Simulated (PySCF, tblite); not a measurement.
**C₁₁H₉N: geometry, infrared bands, NMR shifts, spin-spin couplings and electronic excitations**

Wanted: the infrared bands, NMR shifts, spin-spin couplings and electronic excitations of C₁₁H₉N (`c1ccc(-c2ccncc2)cc1`), by calculation.

The runs use tblite 0.8.0 and PySCF 2.14.0, with density-fitted response routines of our own; the level of theory stands in each step. All values are computed, except where a source is named. Atoms are numbered from 0 throughout.

### 1 The molecule as given

21 atoms, charge 0, multiplicity 1; geometry from: force field or distance geometry start.

Bonds of the start (Å): C0–C1 1.41, C1–C2 1.37, C2–C3 1.39, C3–C4 1.47, C4–C5 1.39, C5–C6 1.39, C6–N7 1.34, N7–C8 1.33, C8–C9 1.37, C3–C10 1.39, C10–C11 1.39, C11–C0 1.39, C9–C4 1.38, C0–H12 1.07, C1–H13 1.08, C2–H14 1.12, C5–H15 1.09, C6–H16 1.10, C8–H17 1.10, C9–H18 1.10, C10–H19 1.08, C11–H20 1.07.

### 2 Geometry optimisation with GFN2-xTB

What the job is given:

```
{"job": {"kind": "relax", "xc": "GFN2-xTB", "basis": "xTB"}, "charge": 0, "multiplicity": 1}
C      3.277300     0.013600    -0.373800
C      2.647000     1.158300     0.152100
C      1.292100     1.166200     0.331500
C      0.530500     0.063100    -0.046500
C     -0.927600     0.017700     0.118900
C     -1.600600    -1.174600     0.373600
C     -2.981800    -1.198300     0.504800
N     -3.710800    -0.076200     0.390000
C     -3.086400     1.074000     0.132400
C     -1.725400     1.138900    -0.001500
C      1.160600    -1.060800    -0.566900
C      2.536800    -1.098800    -0.738900
H      4.341700     0.050100    -0.476700
H      3.295400     1.981800     0.422500
H      0.777800     2.064700     0.750200
H     -1.064600    -2.116200     0.499300
H     -3.436200    -2.177500     0.720200
H     -3.652600     2.005800     0.023100
H     -1.264200     2.115000    -0.207900
H      0.612200    -1.945000    -0.855100
H      2.969900    -1.984900    -1.151900
```

Run with:

```bash
$ OMP_NUM_THREADS=2 python probes_run.py task.json out
```

This one command runs all jobs of the session in turn.

**Question.** This job is followed by: GFN2-xTB harmonic vibrations, gas phase; PBE0-D3(BJ)/def2-SVP geometry optimisation, gas phase; GIAO PBE0/pcSseg-1 NMR shielding, non-relativistic, gas phase; B3LYP/pcJ-1 indirect spin-spin coupling, non-relativistic, gas phase; TDDFT CAM-B3LYP/def2-SVPD, vertical, gas phase, core orbitals frozen in the response; GIAO wB97X-D/pcSseg-2 NMR shielding, non-relativistic, gas phase. What will the session give for the following? strongest single infrared mode (GFN2-xTB); zero-point energy (GFN2-xTB); point group; rotational constants (main isotopes); ¹³C shifts against TMS (PBE0/pcSseg-1, means over atoms taken as alike); ¹H shifts against TMS (PBE0/pcSseg-1, means over atoms taken as alike); ¹⁵N shifts against NH3 (PBE0/pcSseg-1); largest coupling of the table (B3LYP/pcJ-1); lowest singlet (CAM-B3LYP/def2-SVPD); brightest single state of those computed; lowest triplet; range of the shift of C4.

**Answer**, as computed:

| quantity | value |
| --- | --- |
| strongest single infrared mode (GFN2-xTB) | 1582 cm⁻¹, 124 km/mol |
| zero-point energy (GFN2-xTB) | 103.0 kcal/mol |
| point group | C2 |
| rotational constants (main isotopes) | 2.95, 0.55, 0.48 GHz |
| ¹³C shifts against TMS (PBE0/pcSseg-1, means over atoms taken as alike) | 156.3, 153.8, 145.3, 134.7, 134.5, 133.3, 126.6 ppm |
| ¹H shifts against TMS (PBE0/pcSseg-1, means over atoms taken as alike) | 8.86, 7.70, 7.63, 7.57, 7.35 ppm |
| ¹⁵N shifts against NH3 (PBE0/pcSseg-1) | 357.7 ppm |
| largest coupling of the table (B3LYP/pcJ-1) | ¹J(C,H) C6–H16, 186.1 Hz (mean over like pairs) |
| lowest singlet (CAM-B3LYP/def2-SVPD) | 4.93 eV (252 nm), f = 0.004 |
| brightest single state of those computed | state 9, 6.64 eV, f = 0.812 |
| lowest triplet | 3.70 eV |
| range of the shift of C4 | 153.8 to 162.7 ppm |

**Reading.** Over 70 steps the energy fell by 0.232 eV; of the close pairs, C2–H14 changed most, 1.117 to 1.080 Å (GFN2-xTB). No mode is imaginary among the 57: a minimum at this level. Unscaled tight-binding wavenumbers are off by several per cent, some by more. Its intensities can rank the bands wrongly. The start of the PBE0/def2-SVP relaxation was shaken at random by about 0.01 Å, so part of the energy gained, and of the first lengths quoted, undoes that. NICS(1)zz of -28 ppm above the planar ring from C0 marks a diatropic (aromatic) ring current. Couplings across rotatable bonds belong to this one conformer; where others are populated, the observed values are averages. The lowest singlet, at 4.93 eV, is HOMO−1→LUMO 0.42, HOMO−3→LUMO 0.31 and is weak; of the 10 states computed, the strongest absorption comes from state 9 at 6.64 eV. The lowest triplet lies 1.23 eV below the lowest singlet (triplets in Tamm-Dancoff, singlets in full TDDFT). The conformer search found further structures of the same energy, which may be mirror or relabelled copies of this one.
